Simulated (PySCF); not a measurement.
# C₂H₁₀BNSi: electronic excitations at several levels of theory, part 2 of 2

PySCF 2.14.0. Atoms count from 0. The steps go on from the part before.

## (9) Ultraviolet spectrum: CAM-B3LYP/def2-SVPD

The job: settings as JSON, then the geometry in Å.

```
{"job": {"kind": "uv", "xc": "CAM-B3LYP", "basis": "def2-SVPD", "ip": true}, "charge": 0, "multiplicity": 1}
C     -1.623600     0.397176     1.294307
B     -0.534231    -0.052724     0.262307
C     -0.942811    -0.662990    -1.118989
Si     1.428744     0.115287     0.751282
N      2.438422    -0.076729    -0.660698
H     -1.778085     1.473406     1.070421
H     -2.603778    -0.088918     1.162797
H     -1.323168     0.354584     2.352480
H     -1.947594    -0.380661    -1.472220
H     -0.203265    -0.556035    -1.925931
H     -0.985993    -1.752642    -0.905242
H      1.802549    -0.983271     1.706651
H      1.657307     1.390801     1.530369
H      2.233154     0.510443    -1.462791
H      3.443879    -0.137215    -0.536574
```

Method: TDDFT CAM-B3LYP/def2-SVPD, vertical, gas phase, core orbitals frozen in the response.

The program printed:

```text
coarse grid: 12144 points
cycle   1  E = -450.9338341751  dE =  1.342e-01  |g| = 4.709e-01  |ddm| = 4.796e+00
cycle   2  E = -450.9387926963  dE = -4.959e-03  |g| = 4.761e-01  |ddm| = 1.580e+00
cycle   3  E = -450.9899524405  dE = -5.116e-02  |g| = 5.305e-02  |ddm| = 6.740e-01
cycle   4  E = -450.9905107129  dE = -5.583e-04  |g| = 2.569e-02  |ddm| = 1.352e-01
cycle   5  E = -450.9906785095  dE = -1.678e-04  |g| = 2.728e-03  |ddm| = 4.003e-02
cycle   6  E = -450.9906810799  dE = -2.570e-06  |g| = 4.402e-04  |ddm| = 1.162e-02
final grid: 110264 points
cycle   7  E = -451.0534921272  dE = -2.255e-05  |g| = 3.777e-03  |ddm| = 5.352e-02
cycle   8  E = -451.0534923112  dE = -1.839e-07  |g| = 3.805e-03  |ddm| = 1.040e-02
cycle   9  E = -451.0534955796  dE = -3.268e-06  |g| = 3.575e-04  |ddm| = 4.883e-03
cycle  10  E = -451.0534956059  dE = -2.624e-08  |g| = 1.447e-04  |ddm| = 6.437e-04
cycle  11  E = -451.0534956112  dE = -5.342e-09  |g| = 1.465e-05  |ddm| = 2.510e-04
cycle  12  E = -451.0534956113  dE = -1.000e-10  |g| = 5.390e-06  |ddm| = 4.109e-05
converged SCF energy = -451.0534956113

Static polarisability (au): isotropic 76.834, principal 65.003 80.145 85.354

Singlet excitations
state   eV       nm        f      main configurations
  1   4.6273    267.9   0.00497   H->L 0.67, H-1->L 0.30
  2   5.6850    218.1   0.01426   H-1->L 0.63, H->L 0.30
  3   6.1752    200.8   0.00169   H-2->L 0.94
  4   6.2851    197.3   0.00678   H->L+1 0.45, H->L+2 0.36
  5   6.8665    180.6   0.02868   H->L+1 0.36, H-1->L+1 0.35, H->L+2 0.20
  6   7.1201    174.1   0.00297   H->L+2 0.29, H-1->L+2 0.28, H-1->L+1 0.23
  7   7.5389    164.5   0.00893   H-1->L+2 0.36, H-1->L+1 0.25, H->L+4 0.11
  8   7.6741    161.6   0.06443   H-3->L 0.61, H->L+3 0.18
  9   7.7455    160.1   0.04563   H->L+3 0.42, H-3->L 0.29
 10   7.9866    155.2   0.00925   H->L+4 0.44, H->L+6 0.16

Triplet excitations (Tamm-Dancoff, eV): 3.8263 5.4063 5.7035 5.9992
Vertical ionisation energy (delta-SCF) = 9.2251 eV
Vertical electron affinity (delta-SCF) = -0.5562 eV
```

Wall time 98 s (1 thread of Arm Neoverse V1, shared host); peak memory 0.97 GiB.

This run: HOMO -8.43 eV, LUMO -0.04 eV; lowest singlet 4.63 eV.

## (10) TDDFT and polarisability: wB97X-D/def2-SVPD

Settings changed since step 9:

```diff
@@ -1,2 +1,2 @@
-{"job": {"kind": "uv", "xc": "CAM-B3LYP", "basis": "def2-SVPD", "ip": true}, "charge": 0, "multiplicity": 1}
+{"job": {"kind": "uv", "xc": "wB97X-D", "basis": "def2-SVPD", "ip": true}, "charge": 0, "multiplicity": 1}
 C     -1.623600     0.397176     1.294307
```

Level: TDDFT wB97X-D/def2-SVPD, vertical, gas phase, core orbitals frozen in the response.

The program printed:

```text
coarse grid: 12144 points
cycle   1  E = -450.9867388613  dE =  1.476e-01  |g| = 4.334e-01  |ddm| = 4.582e+00
cycle   2  E = -451.0035665186  dE = -1.683e-02  |g| = 3.840e-01  |ddm| = 1.357e+00
cycle   3  E = -451.0360723934  dE = -3.251e-02  |g| = 4.470e-02  |ddm| = 4.770e-01
cycle   4  E = -451.0365718517  dE = -4.995e-04  |g| = 2.082e-02  |ddm| = 1.535e-01
cycle   5  E = -451.0366915723  dE = -1.197e-04  |g| = 2.770e-03  |ddm| = 5.230e-02
cycle   6  E = -451.0366951129  dE = -3.541e-06  |g| = 5.647e-04  |ddm| = 2.088e-02
final grid: 110264 points
cycle   7  E = -451.0949754906  dE = -8.014e-05  |g| = 5.804e-03  |ddm| = 1.275e-01
cycle   8  E = -451.0949776514  dE = -2.161e-06  |g| = 5.548e-03  |ddm| = 1.732e-02
cycle   9  E = -451.0949842031  dE = -6.552e-06  |g| = 5.500e-04  |ddm| = 8.080e-03
cycle  10  E = -451.0949843412  dE = -1.381e-07  |g| = 2.587e-04  |ddm| = 2.470e-03
cycle  11  E = -451.0949843726  dE = -3.145e-08  |g| = 6.592e-05  |ddm| = 7.762e-04
cycle  12  E = -451.0949843783  dE = -5.745e-09  |g| = 2.524e-05  |ddm| = 2.757e-04
cycle  13  E = -451.0949843793  dE = -9.763e-10  |g| = 7.236e-06  |ddm| = 1.103e-04
converged SCF energy = -451.0949843793

Static polarisability (au): isotropic 77.068, principal 65.152 80.392 85.660

Singlet excitations
state   eV       nm        f      main configurations
  1   4.6694    265.5   0.00529   H->L 0.69, H-1->L 0.28
  2   5.7018    217.4   0.01467   H-1->L 0.67, H->L 0.29
  3   6.2109    199.6   0.00178   H-2->L 0.96
  4   6.4268    192.9   0.00694   H->L+1 0.42, H->L+2 0.41
  5   7.0717    175.3   0.03137   H-1->L+1 0.36, H->L+1 0.36, H->L+2 0.15
  6   7.2706    170.5   0.00245   H-1->L+2 0.30, H->L+2 0.28, H-1->L+1 0.16
  7   7.6866    161.3   0.03927   H-3->L 0.78
  8   7.7502    160.0   0.04697   H-1->L+1 0.29, H-1->L+2 0.27, H->L+4 0.13
  9   7.9447    156.1   0.05295   H->L+3 0.65
 10   8.1430    152.3   0.01088   H->L+4 0.37, H->L+6 0.16, H-1->L+2 0.08

Triplet excitations (Tamm-Dancoff, eV): 3.9038 5.4565 5.7808 6.2210
Vertical ionisation energy (delta-SCF) = 9.1618 eV
```

Wall time 80 s (1 thread of Arm Neoverse V1, shared host); peak memory 0.88 GiB.

Key values: HOMO -8.93 eV, LUMO 0.68 eV; lowest singlet 4.67 eV.

## (11) TDDFT and polarisability: LC-wPBE/def2-SVPD

Settings changed since step 10:

```diff
@@ -1,2 +1,2 @@
-{"job": {"kind": "uv", "xc": "wB97X-D", "basis": "def2-SVPD", "ip": true}, "charge": 0, "multiplicity": 1}
+{"job": {"kind": "uv", "xc": "LC-wPBE", "basis": "def2-SVPD", "ip": true}, "charge": 0, "multiplicity": 1}
 C     -1.623600     0.397176     1.294307
```

Method: TDDFT LC-wPBE/def2-SVPD, vertical, gas phase, core orbitals frozen in the response.

The program printed:

```text
coarse grid: 12144 points
cycle   1  E = -450.8394669326  dE =  2.095e-01  |g| = 4.004e-01  |ddm| = 4.557e+00
cycle   2  E = -450.8666984607  dE = -2.723e-02  |g| = 2.962e-01  |ddm| = 1.258e+00
cycle   3  E = -450.8854909617  dE = -1.879e-02  |g| = 5.083e-02  |ddm| = 3.910e-01
cycle   4  E = -450.8862818504  dE = -7.909e-04  |g| = 1.677e-02  |ddm| = 1.801e-01
cycle   5  E = -450.8863675686  dE = -8.572e-05  |g| = 3.540e-03  |ddm| = 5.018e-02
cycle   6  E = -450.8863727461  dE = -5.177e-06  |g| = 7.156e-04  |ddm| = 1.814e-02
final grid: 110264 points
cycle   7  E = -450.9565610867  dE = -2.371e-05  |g| = 5.105e-03  |ddm| = 4.302e-02
cycle   8  E = -450.9565638453  dE = -2.759e-06  |g| = 4.327e-03  |ddm| = 1.310e-02
cycle   9  E = -450.9565679062  dE = -4.061e-06  |g| = 3.731e-04  |ddm| = 5.000e-03
cycle  10  E = -450.9565679476  dE = -4.139e-08  |g| = 1.661e-04  |ddm| = 9.783e-04
cycle  11  E = -450.9565679583  dE = -1.067e-08  |g| = 2.684e-05  |ddm| = 4.275e-04
cycle  12  E = -450.9565679590  dE = -6.781e-10  |g| = 8.265e-06  |ddm| = 1.245e-04
converged SCF energy = -450.9565679590

Static polarisability (au): isotropic 74.745, principal 63.615 77.952 82.669

Singlet excitations
state   eV       nm        f      main configurations
  1   4.7240    262.5   0.00536   H->L 0.65, H-1->L 0.30
  2   6.2805    197.4   0.00180   H-2->L 0.82
  3   6.3561    195.1   0.02015   H-1->L 0.47, H->L 0.25, H-2->L 0.10
  4   6.8705    180.5   0.00982   H->L+2 0.41, H->L+1 0.22, H-1->L 0.12
  5   7.5173    164.9   0.02999   H->L+1 0.36, H-1->L+1 0.30, H-1->L+2 0.13
  6   7.7347    160.3   0.00120   H-1->L+2 0.25, H->L+2 0.24, H->L+1 0.17
  7   8.2226    150.8   0.00159   H-1->L+1 0.23, H->L+4 0.15, H-3->L 0.14
  8   8.3566    148.4   0.10512   H-3->L 0.45, H-1->L+1 0.13, H->L+3 0.08
  9   8.3873    147.8   0.04568   H->L+3 0.35, H-3->L 0.22, H-1->L+3 0.10
 10   8.5779    144.5   0.00569   H->L+6 0.15, H->L+4 0.15, H-1->L+6 0.11

Triplet excitations (Tamm-Dancoff, eV): 3.7606 5.6937 5.9746 6.4982
Vertical ionisation energy (delta-SCF) = 9.4249 eV
```

Run time: 1.7 min. Hardware: 1 thread of Arm Neoverse V1, shared host; peak memory 0.84 GiB.

In short: HOMO -9.75 eV, LUMO 1.10 eV; lowest singlet 4.72 eV.

## (12) Ultraviolet spectrum: PBE0/6-31G*

Settings changed since step 11:

```diff
@@ -1,2 +1,2 @@
-{"job": {"kind": "uv", "xc": "LC-wPBE", "basis": "def2-SVPD", "ip": true}, "charge": 0, "multiplicity": 1}
+{"job": {"kind": "uv", "xc": "PBE0", "basis": "6-31G*"}, "charge": 0, "multiplicity": 1}
 C     -1.623600     0.397176     1.294307
```

Method: TDDFT PBE0/6-31G*, vertical, gas phase, core orbitals frozen in the response.

The program printed:

```text
coarse grid: 12144 points
cycle   1  E = -450.9596084309  dE =  9.726e-02  |g| = 5.570e-01  |ddm| = 3.166e+00
cycle   2  E = -450.9276907074  dE =  3.192e-02  |g| = 6.651e-01  |ddm| = 1.075e+00
cycle   3  E = -451.0353647133  dE = -1.077e-01  |g| = 6.899e-02  |ddm| = 6.397e-01
cycle   4  E = -451.0364329536  dE = -1.068e-03  |g| = 2.232e-02  |ddm| = 8.512e-02
cycle   5  E = -451.0365571065  dE = -1.242e-04  |g| = 3.292e-03  |ddm| = 2.220e-02
cycle   6  E = -451.0365606224  dE = -3.516e-06  |g| = 5.854e-04  |ddm| = 5.428e-03
final grid: 110264 points
cycle   7  E = -450.9858384387  dE = -1.666e-05  |g| = 8.423e-03  |ddm| = 1.791e-02
cycle   8  E = -450.9858301380  dE =  8.301e-06  |g| = 1.045e-02  |ddm| = 1.603e-02
cycle   9  E = -450.9858564100  dE = -2.627e-05  |g| = 8.077e-04  |ddm| = 8.845e-03
cycle  10  E = -450.9858565721  dE = -1.621e-07  |g| = 1.060e-04  |ddm| = 8.329e-04
cycle  11  E = -450.9858565746  dE = -2.497e-09  |g| = 2.250e-05  |ddm| = 1.085e-04
cycle  12  E = -450.9858565748  dE = -1.704e-10  |g| = 2.984e-06  |ddm| = 4.092e-05
converged SCF energy = -450.9858565748

Static polarisability (au): isotropic 63.558, principal 52.040 66.317 72.316

Singlet excitations
state   eV       nm        f      main configurations
  1   4.5170    274.5   0.00486   H->L 0.81, H-1->L 0.18
  2   5.1121    242.5   0.01060   H-1->L 0.80, H->L 0.19
  3   6.0740    204.1   0.00158   H-2->L 0.99
  4   6.5184    190.2   0.00711   H->L+1 0.97
  5   7.2219    171.7   0.04177   H-3->L 0.80, H-1->L+1 0.16
  6   7.4015    167.5   0.04039   H-1->L+1 0.80, H-3->L 0.15
  7   7.9534    155.9   0.03532   H->L+2 0.87
  8   8.1870    151.4   0.00695   H-4->L 0.88
  9   8.5173    145.6   0.01625   H->L+3 0.65, H-5->L 0.09
 10   8.5725    144.6   0.09219   H-5->L 0.67, H->L+3 0.13

Triplet excitations (Tamm-Dancoff, eV): 3.7028 4.8074 5.5210 6.1036
```

It took 8.8 s on 1 thread of Arm Neoverse V1, shared host; peak memory 0.56 GiB.

This run: HOMO -6.72 eV, LUMO -0.86 eV; lowest singlet 4.52 eV.

## (13) Comparing the runs: electronic excitations

Excitations and ground-state properties, with basis size and wall time:

```tsv
run	lowest singlet (eV)	brightest (eV)	f	gap (eV)	α (Å³)	μ (D)	functions	time
HF/def2-SVPD	5.21	9.45	0.158	12.21	10.51	1.10	184	16 s
LDA/def2-SVPD	3.57	6.00	0.048	3.43	12.40	1.07	184	68 s
PBE/def2-SVPD	3.66	6.09	0.069	3.54	12.13	1.07	184	91 s
B3LYP/def2-SVPD	4.41	6.92	0.063	5.46	11.63	1.06	184	86 s
PBE0/def2-SVPD	4.45	7.07	0.071	5.84	11.54	1.07	184	83 s
BHandHLYP/def2-SVPD	4.81	8.10	0.051	8.17	11.08	1.06	184	60 s
CAM-B3LYP/def2-SVPD	4.63	7.67	0.064	8.39	11.39	1.06	184	98 s
wB97X-D/def2-SVPD	4.67	7.94	0.053	9.61	11.42	1.07	184	80 s
LC-wPBE/def2-SVPD	4.72	8.36	0.105	10.85	11.08	1.08	184	1.7 min
PBE0/6-31G*	4.52	8.57	0.092	5.86	9.42	1.21	94	8.8 s
```

## (14) Summary of results

The summary covers parts 1 to 2.

| quantity | value |
| --- | --- |
| point group | C1 |
| rotational constants (main isotopes) | 5.56, 2.30, 1.72 GHz |
| lowest singlet (HF/def2-SVPD) | 5.21 eV (238 nm), f = 0.008 |
| brightest single state of those computed | state 10, 9.45 eV, f = 0.158 |
| lowest triplet | 4.01 eV |
| vertical ionisation energy (ΔSCF) | 8.36 eV |
| range of the lowest singlet | 3.57 to 5.21 eV |

What this shows: Single values in the summary come from the first run of each kind that ended normally (HF/def2-SVPD), which need not be the best level. Relaxing lowered the energy by 0.159 eV in 10 steps; the close pair that moved most is C2–H8, from 1.065 to 1.102 Å. The lowest singlet, at 5.21 eV, is HOMO→LUMO+1 0.55, HOMO→LUMO 0.14 and is weak; of the 10 states computed, the strongest absorption comes from state 10 at 9.45 eV (the last computed, so partners may be missing). The lowest triplet lies 1.20 eV below the lowest singlet (triplets in Tamm-Dancoff, singlets in full TDDFT). At HF/def2-SVPD, the highest states lie near or above the ionisation energy, where they hang on the basis. The orbital energy would give 10.15 eV for ionisation, ΔSCF gives 8.36 eV. In this run the hole sits in HOMO−1, not in the HOMO; unless the two are degenerate, this need not be the first ionisation. The lowest singlet runs from 3.57 eV (LDA/def2-SVPD) to 5.21 eV (HF/def2-SVPD), while the orbital gap spans 3.43 to 12.21 eV. The lowest state need not be the same one in every run. The runs solved for a few states only, so the brightest column depends on that window.
